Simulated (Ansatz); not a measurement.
# ZrHO (doublet): the correlation ladder, def2-TZVPP

The task here is to estimate one member of a computed series from the others.

Method: def2-TZVPP, core rule «outside noble gas», up to 5 orbitals frozen; program: Ansatz 0.2.0, Gaussian basis.

The runs, in order: UHF; ROHF; CCSD(T) on UHF.

2 further runs of the same task are left out: 2 set aside as unsound or not needed.

## The system

The geometry is a PBE0/def2-TZVP stationary point (not a proven minimum). No spin-orbit coupling is included. Elements past krypton take def2 core potentials.

3 atoms, charge 0, spin multiplicity 2.

Atoms are counted from 1 here; the program's logs count them from 0.

Bond lengths: Zr1–O2 1.861 Å, O2–H3 0.954 Å. Angles: Zr1–O2–H3 180.0°.

Set-up of the first run:

File in.yaml:

```yaml
crystal:
  periodic: [false, false, false]
  atoms:
    - {symbol: Zr, position_ang: [0.000000, 0.000000, 1.558570]}
    - {symbol: O, position_ang: [0.000000, 0.000000, -0.302235]}
    - {symbol: H, position_ang: [0.000000, 0.000000, -1.256335]}
basis:
  gaussian: {orbitals: def2-TZVPP}
magnetization: {spin_polarized: true, initial_magnetization: 1}
hamiltonian: {xc: hf}
output: {orbitals: {seedname: orbitals}}
```

Launch:

```
$ ansatz run in.yaml --threads 1 --pin off --events-out ev --progress --plain --max-ram 2816MiB --backend cpu
```

Among the steps run: UHF; ROHF; CCSD(T) on UHF.

One of the session's tables, all rows but one given; the rest of the session is left out.

| method | from UCCSD(T) (meV) |
| --- | --- |
| ROHF | +9501.5 |
| UHF | +9188.8 |
| UMP2 | ? |
| UCCSD | +403.9 |
| UCCSD(T) | 0 |

Estimate the missing values for UMP2.

**Answer.** from UCCSD(T) (meV): +835.0. In the column «from UCCSD(T) (meV)» it lies between UCCSD (+403.9) and UHF (+9188.8).

With the free atoms at the same levels and basis (separate runs), the atomisation energy is 9.689 eV at UCCSD(T), 6.529 eV at ROHF.

Limits of these values: The determinant is far from a pure spin state, so its energy mixes those of several spin states (harmless only where they are near-degenerate, as at dissociation). Warnings: spin contamination; coupled cluster took another determinant than the lowest.
